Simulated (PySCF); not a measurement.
**Mg⁺: dipole response in dyall-av3z**

Aim: the static polarisability and the C₆ coefficient of Mg⁺, method by method.

Method: unrestricted determinants in a Gaussian basis, no spin-orbit coupling in the energies. Code: PySCF 2.14.0.

## 1. Starting point

| Quantity | Value |
| --- | --- |
| Element | magnesium (Z = 12) |
| Basis | dyall-av3z (20s13p6d4f, 117 functions) |
| Hamiltonian | no relativity, point nucleus |
| State 1 | Mg⁺: [Ne] 3s1, 2S determinant |
| Methods | UHF, PBE, PBE0, wB97X-V |

Outer shells as boxes (Hund's rule):

Mg+ [Ne] 3s1
```
[Ne] core
3s [↑ ]
```

The runs were made by one driver on top of PySCF. The scripts below sum up each run's settings (the driver also hands on starting orbitals that pick excited configurations, and frozen orbitals as a list rather than a count), and the logs come from the driver's own runs. The driver starts from symmetry-adapted Hartree-Fock orbitals, holds the occupation by maximum overlap and uses a logarithmic radial grid for functionals, so a plain start would take other cycles.

The integrals over 117 functions and the set-up took 1.1 s of CPU time.

## 2. Mg⁺, method by method

**UHF**

File input.py:

```python
from pyscf import gto, scf, dft, mp, cc
import basis_set_exchange as bse
mol = gto.M(atom="Mg 0 0 0", charge=1, spin=1, symmetry="D2h",
            basis=gto.basis.parse(bse.get_basis("dyall-av3z", elements=["Mg"], fmt="nwchem")))
mf = scf.UHF(mol)
mf.irrep_nelec = {'Ag': (3, 2), 'B1u': (1, 1), 'B2u': (1, 1), 'B3u': (1, 1)}
mf.kernel()
```

Output:

```text
damping factor = 0
level_shift factor = 0
DIIS = <class 'pyscf.scf.diis.CDIIS'>
diis_start_cycle = 1
diis_space = 10
diis_damp = 0
SCF conv_tol = 1e-09
SCF conv_tol_grad = None
number electrons alpha = 6  beta = 5
cycle= 1 E= -199.371708856438  delta_E= -2.55e-11  |g|= 1.12e-06  |ddm|= 2.41e-05
converged SCF energy = -199.371708856438  <S^2> = 0.75006173  2S+1 = 2.0000617
```

It used 29 s of CPU time after the integrals (shared host).

Orbital energies by shell (radii are means over both spins):

| shell | electrons | mean orbital energy (eV) | spread (eV) | rms radius (bohr) |
| --- | --- | --- | --- | --- |
| 1s α | 1 | -1343.2 | 0 | 0.152 |
| 1s β | 1 | -1342.9 | 0 | 0.152 |
| 2s α | 1 | -111.41 | 0 | 0.756 |
| 2s β | 1 | -110.94 | 0 | 0.756 |
| 2p α | 3 | -70.914 | 0 | 0.771 |
| 2p β | 3 | -70.743 | 0 | 0.771 |
| 3s α | 1 | -14.738 | 0 | 3.04 |

⟨S²⟩ = 0.750, ⟨L²⟩ = 0.00.

The driver then solved the coupled dipole response at imaginary frequencies: mean α = 38.82 bohr³, C₆ = 179.7 au for a like pair.

**PBE**

Changes to input.py:

```diff
@@ -4,3 +4,3 @@
             basis=gto.basis.parse(bse.get_basis("dyall-av3z", elements=["Mg"], fmt="nwchem")))
-mf = scf.UHF(mol)
+mf = dft.UKS(mol, xc="PBE")
 mf.irrep_nelec = {'Ag': (3, 2), 'B1u': (1, 1), 'B2u': (1, 1), 'B3u': (1, 1)}
```

Output:

```text
damping factor = 0
level_shift factor = 0
DIIS = <class 'pyscf.scf.diis.CDIIS'>
diis_start_cycle = 1
diis_space = 10
diis_damp = 0
SCF conv_tol = 1e-09
SCF conv_tol_grad = None
number electrons alpha = 6  beta = 5
XC functionals = PBE
    J. P. Perdew, K. Burke, and M. Ernzerhof.,  Phys. Rev. Lett. 77, 3865 (1996)
    J. P. Perdew, K. Burke, and M. Ernzerhof.,  Phys. Rev. Lett. 78, 1396 (1997)
    J. P. Perdew, K. Burke, and M. Ernzerhof.,  Phys. Rev. Lett. 77, 3865 (1996)
    J. P. Perdew, K. Burke, and M. Ernzerhof.,  Phys. Rev. Lett. 78, 1396 (1997)
cycle= 1 E= -199.675046055727  delta_E= -0.00818  |g|= 0.0268  |ddm|= 0.175
cycle= 2 E= -199.675102932224  delta_E= -5.69e-05  |g|= 0.0229  |ddm|= 0.0323
cycle= 3 E= -199.6751695155  delta_E= -6.66e-05  |g|= 0.000729  |ddm|= 0.00519
cycle= 4 E= -199.675169621989  delta_E= -1.06e-07  |g|= 6.46e-05  |ddm|= 0.00222
cycle= 5 E= -199.675169622952  delta_E= -9.63e-10  |g|= 2.55e-06  |ddm|= 0.000283
converged SCF energy = -199.675169622952  <S^2> = 0.75004123  2S+1 = 2.0000412
```

CPU time 9 s on a shared host, the integrals not counted.

The driver then solved the coupled dipole response at imaginary frequencies: mean α = 33.76 bohr³, C₆ = 145.8 au for a like pair.

**PBE0**

Changes to input.py:

```diff
@@ -4,3 +4,3 @@
             basis=gto.basis.parse(bse.get_basis("dyall-av3z", elements=["Mg"], fmt="nwchem")))
-mf = dft.UKS(mol, xc="PBE")
+mf = dft.UKS(mol, xc="PBE0")
 mf.irrep_nelec = {'Ag': (3, 2), 'B1u': (1, 1), 'B2u': (1, 1), 'B3u': (1, 1)}
```

Output:

```text
damping factor = 0
level_shift factor = 0
DIIS = <class 'pyscf.scf.diis.CDIIS'>
diis_start_cycle = 1
diis_space = 10
diis_damp = 0
SCF conv_tol = 1e-09
SCF conv_tol_grad = None
number electrons alpha = 6  beta = 5
XC functionals = PBE0
    C. Adamo and V. Barone.,  J. Chem. Phys. 110, 6158 (1999)
    M. Ernzerhof and G. E. Scuseria.,  J. Chem. Phys. 110, 5029 (1999)
cycle= 1 E= -199.693320773685  delta_E= -0.00422  |g|= 0.0135  |ddm|= 0.144
cycle= 2 E= -199.693348047952  delta_E= -2.73e-05  |g|= 0.00784  |ddm|= 0.0166
cycle= 3 E= -199.693355665187  delta_E= -7.62e-06  |g|= 0.000656  |ddm|= 0.00309
cycle= 4 E= -199.693355773022  delta_E= -1.08e-07  |g|= 6.93e-05  |ddm|= 0.00205
cycle= 5 E= -199.693355775463  delta_E= -2.44e-09  |g|= 3.98e-06  |ddm|= 0.00042
cycle= 6 E= -199.693355775468  delta_E= -4.95e-12  |g|= 2.11e-07  |ddm|= 2.01e-05
converged SCF energy = -199.693355775468  <S^2> = 0.75003629  2S+1 = 2.0000363
```

It used 32 s of CPU time after the integrals (shared host).

The driver then solved the coupled dipole response at imaginary frequencies: mean α = 35.23 bohr³, C₆ = 155.3 au for a like pair.

**wB97X-V**

Changes to input.py:

```diff
@@ -4,3 +4,3 @@
             basis=gto.basis.parse(bse.get_basis("dyall-av3z", elements=["Mg"], fmt="nwchem")))
-mf = dft.UKS(mol, xc="PBE0")
+mf = dft.UKS(mol, xc="WB97X_V")
 mf.irrep_nelec = {'Ag': (3, 2), 'B1u': (1, 1), 'B2u': (1, 1), 'B3u': (1, 1)}
```

Output:

```text
damping factor = 0
level_shift factor = 0
DIIS = <class 'pyscf.scf.diis.CDIIS'>
diis_start_cycle = 1
diis_space = 10
diis_damp = 0
SCF conv_tol = 1e-09
SCF conv_tol_grad = None
number electrons alpha = 6  beta = 5
XC functionals = WB97X_V
    N. Mardirossian and M. Head-Gordon.,  Phys. Chem. Chem. Phys. 16, 9904-9924 (2014)
NLC functional = WB97X_V
cycle= 1 E= -199.760959259062  delta_E= -0.00446  |g|= 0.0164  |ddm|= 0.08
cycle= 2 E= -199.761013230044  delta_E= -5.4e-05  |g|= 0.0065  |ddm|= 0.0166
cycle= 3 E= -199.761020294948  delta_E= -7.06e-06  |g|= 0.00151  |ddm|= 0.00412
cycle= 4 E= -199.76102122278  delta_E= -9.28e-07  |g|= 0.000203  |ddm|= 0.00279
cycle= 5 E= -199.761021300634  delta_E= -7.79e-08  |g|= 2.45e-05  |ddm|= 0.00116
cycle= 6 E= -199.761021301685  delta_E= -1.05e-09  |g|= 2.57e-06  |ddm|= 0.000154
cycle= 7 E= -199.761021301702  delta_E= -1.62e-11  |g|= 2.09e-07  |ddm|= 2.46e-05
converged SCF energy = -199.761021301702  <S^2> = 0.75003942  2S+1 = 2.0000394
```

CPU time 53 s on a shared host, the integrals not counted.

The driver then solved the coupled dipole response at imaginary frequencies: mean α = 36.31 bohr³, C₆ = 162.4 au for a like pair.

Radial density 4πr²ρ of Mg⁺ at UHF:

| r (bohr) | density | spin density |
| --- | --- | --- |
| 0.00265 | 0.0906 | 0.000 |
| 0.00446 | 0.246 | 0.000 |
| 0.00750 | 0.646 | 0.001 |
| 0.0126 | 1.62 | 0.003 |
| 0.0212 | 3.72 | 0.007 |
| 0.0357 | 7.46 | 0.013 |
| 0.0601 | 11.9 | 0.019 |
| 0.101 | 13.1 | 0.013 |
| 0.170 | 9.05 | -0.002 |
| 0.286 | 7.83 | 0.023 |
| 0.481 | 11.1 | 0.065 |
| 0.809 | 7.22 | -0.002 |
| 1.36 | 1.46 | 0.128 |
| 2.29 | 0.457 | 0.417 |
| 3.85 | 0.185 | 0.185 |
| 6.47 | 0.00729 | 0.007 |

## 3. The response side by side

Mg⁺, in atomic units:

| method | mean α | C₆ (like pair) | S(−4) |
| --- | --- | --- | --- |
| UHF | 38.82 | 179.7 | 1601 |
| PBE | 33.76 | 145.8 | 1222 |
| PBE0 | 35.23 | 155.3 | 1329 |
| wB97X-V | 36.31 | 162.4 | 1414 |

α(iu) at wB97X-V:

| u (hartree) | α(iu) (bohr³) |
| --- | --- |
| 0 | 36.31 |
| 0.0500 | 33.10 |
| 0.100 | 26.19 |
| 0.200 | 14.42 |
| 0.300 | 8.419 |
| 0.500 | 3.842 |
| 0.750 | 2.062 |
| 1.00 | 1.371 |
| 1.50 | 0.8212 |
| 2.00 | 0.5896 |
| 3.00 | 0.3713 |
| 5.00 | 0.1952 |

## 4. Summary of results

```
quantity                             value
α of Mg⁺  33.76 (PBE) to 38.82 (UHF) bohr³
```

What this shows: A single London oscillator with the computed α and C₆ of Mg⁺ at UHF would have ω = 4 C₆ / (3 α²) = 0.159 hartree. The basis is finite, and no extrapolation was made.
